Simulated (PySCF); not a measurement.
# C5H11PSe: magnetic properties

Aim: compute the magnetic properties of C5H11PSe (`CP(C)(=[Se])C1CC1`).

Programs: PySCF 2.14.0, with routines of our own; each step states its level. All values are computed. Atoms count from 0.

### Step 1. The starting structure

18 atoms, charge 0, multiplicity 1; geometry from: GFN2-xTB.

### Step 2. Magnetic properties: GIAO B3LYP/pcSseg-1

What the job is given:

```
{"job": {"kind": "mag", "xc": "B3LYP", "basis": "pcSseg-1", "isotopologues": 2}, "charge": 0, "multiplicity": 1}
C     -1.162438    -0.050764     1.819210
P     -0.698051    -0.406437     0.082373
C     -1.866269     0.586612    -0.921104
Se    -0.721753    -2.445399    -0.387798
C      0.909249     0.427473    -0.134321
C      1.784690    -0.048245    -1.256976
C      2.142850    -0.379346     0.149643
H     -0.483923    -0.598725     2.471618
H     -1.106401     1.014061     2.035157
H     -2.175818    -0.415018     1.984076
H     -1.808472     1.643324    -0.669477
H     -1.621021     0.438697    -1.971928
H     -2.874077     0.214197    -0.741385
H      0.908080     1.482810     0.114900
H      2.371472     0.683273    -1.791982
H      1.407159    -0.852710    -1.873562
H      2.002456    -1.403326     0.468153
H      2.983509     0.115839     0.611747
```

Level: GIAO B3LYP/pcSseg-1 magnetisability, rotational g tensor and spin-rotation constants, non-relativistic, gas phase.

Started as:

```bash
OMP_NUM_THREADS=1 python excited_run.py task.json out
```

This one command runs all jobs of the session in turn.

Output:

```text
coarse grid: 66840 points
cycle   1  E = -2939.7562326198  dE = -1.367e-01  |g| = 8.211e-01  |ddm| = 3.935e+00
cycle   2  E = -2939.7378733330  dE =  1.836e-02  |g| = 6.548e-01  |ddm| = 1.517e+00
cycle   3  E = -2939.8281693606  dE = -9.030e-02  |g| = 2.292e-01  |ddm| = 1.080e+00
cycle   4  E = -2939.8401070971  dE = -1.194e-02  |g| = 6.538e-02  |ddm| = 3.523e-01
cycle   5  E = -2939.8409975664  dE = -8.905e-04  |g| = 1.970e-02  |ddm| = 1.110e-01
cycle   6  E = -2939.8411180360  dE = -1.205e-04  |g| = 2.436e-03  |ddm| = 3.682e-02
cycle   7  E = -2939.8411195759  dE = -1.540e-06  |g| = 1.178e-03  |ddm| = 5.187e-03
final grid: 140136 points
cycle   8  E = -2939.8411107669  dE =  1.502e-07  |g| = 1.578e-03  |ddm| = 4.032e-03
cycle   9  E = -2939.8411101715  dE =  5.953e-07  |g| = 2.185e-03  |ddm| = 3.692e-03
cycle  10  E = -2939.8411113603  dE = -1.189e-06  |g| = 1.399e-04  |ddm| = 2.169e-03
cycle  11  E = -2939.8411113635  dE = -3.156e-09  |g| = 9.356e-06  |ddm| = 1.521e-04
cycle  12  E = -2939.8411113635  dE = -2.728e-12  |g| = 5.437e-06  |ddm| = 2.209e-05
converged SCF energy = -2939.8411113635

Magnetisability tensor (1e-30 J/T^2)
    -1878.47      -38.19      -19.27
      -38.19    -1976.16       -4.00
      -19.27       -4.00    -1914.83
isotropic -1923.15   principal values   -1990.69  -1918.75  -1860.02
isotropic susceptibility -115.815 1e-6 cm^3/mol

Inertial axes            a          b          c
rot. const./GHz      1.6945     1.2080     0.9404
chi total          -119.288   -112.607   -115.550
chi diamagnetic    -874.852  -1075.835  -1349.772
chi paramagnetic    755.564    963.228   1234.222
quadrupole/D A       -1.226      2.397     -1.170
g nuclear            0.6082     0.5464     0.5473
g electronic        -0.6015    -0.5467    -0.5453
g total              0.0067    -0.0002     0.0021

Spin-rotation constants (kHz, H = +C I.J)
atom  isotope        aa         bb         cc
  1    31P        2.646      2.080      1.858
  7     1H       -0.212     -0.090      0.000
  8     1H       -0.032     -0.089     -0.104
  9     1H       -0.047     -0.077     -0.103
 10     1H       -0.034     -0.088     -0.104
 11     1H       -0.213     -0.090     -0.000
 12     1H       -0.046     -0.077     -0.102
 13     1H       -0.062     -0.074     -0.114
 14     1H       -0.063     -0.123     -0.072
 15     1H       -0.080     -0.097     -0.072
 16     1H       -0.079     -0.097     -0.072
 17     1H       -0.065     -0.123     -0.071
  0    13C*       0.290      0.192      0.149
  3   77Se*       1.683      1.064      0.833
  4    13C*       0.120      0.253      0.135
  5    13C*       0.121      0.165      0.159
* in the singly substituted isotopologue

Isotopologues: g along a, b, c
2H    at 7,8,9,10,11,12     0.0052    -0.0003     0.0016
13C   at 0                  0.0066    -0.0003     0.0020
```

Wall time 38 s (1 thread of Arm Neoverse V2, shared host); peak memory 0.94 GiB.

In short:

```csv
quantity,value
magnetisability,-1923·10⁻³⁰ J/T²
molar susceptibility,-115.8·10⁻⁶ cm³/mol
"rotational g (a, b, c)","0.0067, -0.0002, 0.0021"
```

### Step 3. Magnetic properties: GIAO PW91/ANO-RCC-VDZP

Settings changed since step 2:

```diff
@@ -1,2 +1,2 @@
-{"job": {"kind": "mag", "xc": "B3LYP", "basis": "pcSseg-1", "isotopologues": 2}, "charge": 0, "multiplicity": 1}
+{"job": {"kind": "mag", "xc": "PW91", "basis": "ANO-RCC-VDZP"}, "charge": 0, "multiplicity": 1}
 C     -1.162438    -0.050764     1.819210
```

Level: GIAO PW91/ANO-RCC-VDZP magnetisability, rotational g tensor and spin-rotation constants, non-relativistic, gas phase.

ANO-RCC is contracted for a relativistic Hamiltonian, so without one its core functions misfit and properties at heavier nuclei are off.

Output:

```text
coarse grid: 66840 points
cycle   1  E = -2921.3728499811  dE =  6.687e-01  |g| = 6.596e-01  |ddm| = 5.803e+00
cycle   2  E = -2921.2521180447  dE =  1.207e-01  |g| = 9.345e-01  |ddm| = 1.784e+00
cycle   3  E = -2921.4911135101  dE = -2.390e-01  |g| = 9.276e-02  |ddm| = 1.104e+00
cycle   4  E = -2921.4923343064  dE = -1.221e-03  |g| = 5.948e-02  |ddm| = 1.768e-01
cycle   5  E = -2921.4933448017  dE = -1.010e-03  |g| = 1.462e-02  |ddm| = 9.904e-02
cycle   6  E = -2921.4934142062  dE = -6.940e-05  |g| = 5.578e-03  |ddm| = 3.413e-02
cycle   7  E = -2921.4934233412  dE = -9.135e-06  |g| = 1.214e-03  |ddm| = 9.031e-03
final grid: 140136 points
cycle   8  E = -2921.4934861318  dE =  6.889e-07  |g| = 2.144e-03  |ddm| = 5.528e-03
cycle   9  E = -2921.4934831238  dE =  3.008e-06  |g| = 3.978e-03  |ddm| = 7.457e-03
cycle  10  E = -2921.4934873637  dE = -4.240e-06  |g| = 2.481e-04  |ddm| = 4.865e-03
cycle  11  E = -2921.4934873832  dE = -1.948e-08  |g| = 7.485e-05  |ddm| = 4.897e-04
cycle  12  E = -2921.4934873849  dE = -1.695e-09  |g| = 1.253e-05  |ddm| = 1.153e-04
cycle  13  E = -2921.4934873850  dE = -6.594e-11  |g| = 2.459e-06  |ddm| = 1.885e-05
converged SCF energy = -2921.4934873850

Magnetisability tensor (1e-30 J/T^2)
    -1850.42      -43.04      -19.61
      -43.04    -1957.76       -5.79
      -19.61       -5.79    -1883.94
isotropic -1897.37   principal values   -1974.50  -1887.52  -1830.09
isotropic susceptibility -114.262 1e-6 cm^3/mol

Inertial axes            a          b          c
rot. const./GHz      1.6945     1.2080     0.9404
chi total          -118.269   -110.849   -113.669
chi diamagnetic    -873.136  -1074.816  -1348.572
chi paramagnetic    754.867    963.967   1234.902
quadrupole/D A       -1.912      2.893     -0.981
g nuclear            0.6082     0.5464     0.5473
g electronic        -0.6009    -0.5471    -0.5456
g total              0.0072    -0.0006     0.0018

Spin-rotation constants (kHz, H = +C I.J)
atom  isotope        aa         bb         cc
  1    31P        2.518      1.966      1.748
  7     1H       -0.215     -0.091      0.002
  8     1H       -0.027     -0.088     -0.103
  9     1H       -0.044     -0.076     -0.103
 10     1H       -0.029     -0.086     -0.103
 11     1H       -0.215     -0.091      0.002
 12     1H       -0.043     -0.077     -0.103
 13     1H       -0.055     -0.070     -0.112
 14     1H       -0.059     -0.121     -0.070
 15     1H       -0.073     -0.097     -0.071
 16     1H       -0.073     -0.097     -0.071
 17     1H       -0.060     -0.121     -0.070
  0    13C*       0.280      0.183      0.143
  3   77Se*       1.547      1.031      0.719
  4    13C*       0.113      0.251      0.128
  5    13C*       0.111      0.155      0.152
* in the singly substituted isotopologue
```

Run time: 2.1 min. Hardware: 1 thread of Arm Neoverse V2, shared host; peak memory 0.76 GiB.

From this job:

```csv
quantity,value
magnetisability,-1897·10⁻³⁰ J/T²
molar susceptibility,-114.3·10⁻⁶ cm³/mol
"rotational g (a, b, c)","0.0072, -0.0006, 0.0018"
```

### Step 4. The levels compared

| level | ξ (10⁻³⁰ J/T²) | g(a) | g(b) | gap (eV) | functions | time |
| --- | --- | --- | --- | --- | --- | --- |
| GIAO B3LYP/pcSseg-1 | -1923 | 0.0067 | -0.0002 | 6.24 | 205 | 38 s |
| GIAO PW91/ANO-RCC-VDZP | -1897 | 0.0072 | -0.0006 | 4.22 | 170 | 2.1 min |

### Step 5. Outcome

```
                                            quantity                      value
       magnetisability (step 2, GIAO B3LYP/pcSseg-1)           -1923·10⁻³⁰ J/T²
  molar susceptibility (step 2, GIAO B3LYP/pcSseg-1)        -115.8·10⁻⁶ cm³/mol
rotational g (a, b, c) (step 2, GIAO B3LYP/pcSseg-1)    0.0067, -0.0002, 0.0021
                     magnetisability over the levels  -1923 to -1897·10⁻³⁰ J/T²
```

What this shows: Steps that list no spin-orbit terms leave them out, which matters at and beside the heavy atoms. The magnetisability spreads by 1.3 % over 2 levels, from GIAO B3LYP/pcSseg-1 (38 s) to GIAO PW91/ANO-RCC-VDZP (2.1 min); the runs took 38 s to 2.1 min. Two levels can agree by chance, so this spread shows no convergence. Vibrational averaging and real surroundings are missing from these values.
